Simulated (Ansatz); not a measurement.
Working through relaxations under a series of pressures of Sr3Mg, space group Fm-3m

With the Ansatz DFT code, driven from Python.

The cells in order, each with its output:

In [1]:
```python
from dataclasses import dataclass

import ansatz as az
import numpy as np
import pandas as pd
from pymatgen.core import Lattice, Structure
from pymatgen.io.ase import AseAtomsAdaptor
```

In [2]:
```python
@dataclass
class Settings:
    xc: str = "pbesol"
    mesh: tuple[int, ...] = (5, 5, 5)
    occupations: str = "fermi_dirac"
    sigma: float = 0.1


cfg = Settings()
```

In [3]:
```python
def edges_and_angles(cell):
    cell = np.asarray(cell)
    a, b, c = np.linalg.norm(cell, axis=1)
    cosines = cell[1] @ cell[2] / (b * c), cell[0] @ cell[2] / (a * c), cell[0] @ cell[1] / (a * b)
    return (a, b, c, *np.degrees(np.arccos(cosines)))

pmg_structure = Structure(
    Lattice([[0.0, 4.445928, 4.445928], [4.445928, 0.0, 4.445928], [4.445928, 4.445928, 0.0]]),
    ["Sr", "Sr", "Sr", "Mg"],
    [
        [0.5, 0.5, 0.5],
        [0.75, 0.75, 0.75],
        [0.25, 0.25, 0.25],
        [0.0, 0.0, 0.0],
    ],
)
crystal = az.Crystal.from_ase(AseAtomsAdaptor.get_atoms(pmg_structure))
```

In [4]:
```python
[site.symbol for site in crystal.resolved().sites]
```
Out [4]:
```text
['Sr', 'Sr', 'Sr', 'Mg']
```

In [5]:
```python
calc = crystal.calculation()
calc = calc.functional(cfg.xc)
calc = calc.kpoints(*cfg.mesh).occupations(cfg.occupations, width=cfg.sigma)
```

In [6]:
```python
# H = F + PV, with 1 GPa A^3 = 1/160.21766 eV
rows = []
for pressure in [0, 5, 10, 20]:
    out = calc.relax(cell=True, pressure=pressure).run(threads=1, pin="off")
    cell = out.lattice.cell_ang
    n_atoms = len(out.lattice.sites)
    volume = abs(np.linalg.det(cell)) / n_atoms
    enthalpy = out.report["free_energy_ev"] / n_atoms + pressure * volume / 160.21766
    rows.append((pressure, volume, enthalpy, *edges_and_angles(cell)))
    print(f"{pressure} GPa done: {volume:.4f} A^3/atom")
```
```text
DeckWarning: basis.ecutwfc = 420 eV, auto-derived from the records' recommended cutoffs: set by Sr (normal level)
0 GPa done: 42.1640 A^3/atom
5 GPa done: 33.7405 A^3/atom
10 GPa done: 29.4751 A^3/atom
20 GPa done: 24.1114 A^3/atom
```

In [7]:
```python
table = pd.DataFrame(rows, columns=["P_GPa", "V_A3_atom", "H_eV_atom", "a", "b", "c", "alpha", "beta", "gamma"])
print(table.round(4).to_string(index=False))
p, v = np.array([row[0] for row in rows], float), np.array([row[1] for row in rows])
print("mean bulk modulus between rows (GPa):", np.round(-np.diff(p) / np.diff(np.log(v)), 1))
```
```text
 P_GPa  V_A3_atom  H_eV_atom      a      b      c  alpha  beta  gamma
     0    42.1640 -3097.1429 6.2016 6.2016 6.2016   60.0  60.0   60.0
     5    33.7405 -3095.9782 5.7576 5.7576 5.7576   60.0  60.0   60.0
    10    29.4751 -3094.9973 5.5040 5.5040 5.5040   60.0  60.0   60.0
    20    24.1114 -3093.3379 5.1475 5.1475 5.1475   60.0  60.0   60.0
mean bulk modulus between rows (GPa): [22.4 37.  49.8]
```

The volume falls from 42.16 Å³ an atom at 0 GPa to 24.11 at 20 GPa, by 42.8 %. Between 0 and 5 GPa, -V dP/dV is about 22 GPa, a mean over that step.

Total energies depend on the potentials; only differences at equal settings carry meaning. At a fixed pressure a relaxation lowers the enthalpy F + PV, while F alone can rise. The mesh is modest for a metal, so energies can be off by several to tens of meV an atom and pressures by half a GPa or more; differences at equal mesh fare better. Edges and angles are those of the cell as typed, here a primitive one, not of the conventional cell. This cell is a computed structure, which may not be the phase found in nature. Warnings are shown shortened and without file and line. Symmetry holds the cell in this phase, whether or not it is the stable one at each pressure. Run time: 39 s on 1 thread of Arm Neoverse V2 (shared host), peak memory 0.57 GiB.
